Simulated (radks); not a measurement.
# Nuclear size and the levels of Mn⁺

Aim: how the total energy, the levels and the density at the nucleus of Mn⁺ respond when the nuclear radius is scaled.

Program: radks (a radial shooting solver on a logarithmic mesh, Libxc functionals) version 1. Level of theory: Dirac Kohn-Sham, LDA (Slater exchange, Perdew-Wang correlation), spin-unpolarised, spherical densities, finite nucleus; open shells are shared between the two j in proportion to 2j + 1. These are calculated values, not measurements, unless marked.

## Step 1: What is computed

- element: manganese (Z = 25)
- charge: +1
- electrons: 24
- configuration: [Ar] 3d5 4s1
- nuclear rms radius: 3.7057 fm

Outer shells as boxes (Hund's rule):

Mn⁺
```
[Ar] core
3d [↑ ][↑ ][↑ ][↑ ][↑ ]
4s [↑ ]
```

## Step 2: rms radius 3.7057 fm

Settings of this run:

```text
Z 25
configuration [Ar] 3d5 4s1 4p0 5s0
relativity Dirac
functional lda,pw
spin unpolarised
j_filling average
nucleus finite rms 3.7057 fm
c 137.035999084
```

The run is started by

```sh
$ python run_ks.py task.json out
```

All runs below come from this command, one after another.

## Step 3: rms radius 3.1906 fm

Input: that of step 2 with these lines changed.

```diff
@@ -6,3 +6,3 @@
 j_filling average
-nucleus finite rms 3.7057 fm
+nucleus finite rms 3.1906 fm
 c 137.035999084
```

## Step 4: rms radius 3.3351 fm

Input: that of step 3 with these lines changed.

```diff
@@ -6,3 +6,3 @@
 j_filling average
-nucleus finite rms 3.1906 fm
+nucleus finite rms 3.3351 fm
 c 137.035999084
```

## Step 5: rms radius 3.9021 fm

Input: that of step 4 with these lines changed.

```diff
@@ -6,3 +6,3 @@
 j_filling average
-nucleus finite rms 3.3351 fm
+nucleus finite rms 3.9021 fm
 c 137.035999084
```

## Step 6: rms radius 4.6173 fm

Input: that of step 5 with these lines changed.

```diff
@@ -6,3 +6,3 @@
 j_filling average
-nucleus finite rms 3.9021 fm
+nucleus finite rms 4.6173 fm
 c 137.035999084
```

Q: Predict the outcome of this session. Wanted: for each run, rms radius; total energy shift; density at nucleus; 1s1/2 shift; 2s1/2 shift; 2p1/2 shift; 3s1/2 shift.

**Answer**, as computed:

| rms radius (fm) | total energy shift (eV) | density at nucleus (e/bohr³) | 1s1/2 shift (meV) | 2s1/2 shift (meV) | 2p1/2 shift (meV) | 3s1/2 shift (meV) |
| --- | --- | --- | --- | --- | --- | --- |
| 3.1906 | -0.0235 | 1.317e+04 | -9.99 | -0.885 | 0.0965 | -0.126 |
| 3.3351 | -0.0173 | 1.314e+04 | -7.33 | -0.649 | 0.0708 | -0.0923 |
| 3.7057 | 0 | 1.309e+04 | 0 | 0 | 0 | 0 |
| 3.9021 | 0.00986 | 1.306e+04 | 4.18 | 0.371 | -0.0404 | 0.0527 |
| 4.6173 | 0.0499 | 1.298e+04 | 21.2 | 1.88 | -0.205 | 0.267 |

Shifts are against the first run. Over the range the 1s1/2 level moves by 0.0312 eV and the 3s1/2 level by 0.392 meV. A larger nucleus binds the 1s electrons less and lowers the density at its centre. These are shifts of eigenvalues, not the field shifts of spectral lines.
